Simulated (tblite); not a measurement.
# CH9NOSi2: the cost of one run

Programs: tblite 0.8.0 and PySCF 2.14.0. All values are calculated, for the isolated system unless a continuum is named. Atoms count from 0, parts from 1.

### Step 1. The system as given

14 atoms, charge 0, multiplicity 1; geometry: distance geometry start.

### Step 2. Relaxing the cluster with GFN2-xTB

Job settings and geometry (Å):

```
{"job": {"kind": "relax", "xc": "GFN2-xTB", "basis": "xTB"}, "charge": 0, "multiplicity": 1}
Si    -1.693850     2.757563    -1.076447
N     -1.161438     1.142463    -0.390098
Si    -1.699791    -0.328647    -1.304356
O      0.123989     1.117006     0.098868
C      1.260980     0.857209    -0.663743
H     -1.145331     3.817437    -0.290536
H     -3.130374     2.809917    -1.002048
H     -1.290844     2.875338    -2.402742
H     -2.001978     0.010544    -2.622022
H     -0.692984    -1.294083    -1.264283
H     -2.845486    -0.863448    -0.699048
H      1.126916    -0.046490    -1.165284
H      1.424725     1.619553    -1.318022
H      2.086010     0.776295    -0.035351
```

With the program's defaults for keys left out, this is: GFN2-xTB geometry optimisation, gas phase.

Started as:

```
> OMP_NUM_THREADS=1 python cluster_run.py task.json out
```

One launch serves the whole session: the jobs run in the order shown.

**Question.** How long does this first job take on 1 thread of AMD EPYC 7R43, shared host?

About 10 s.
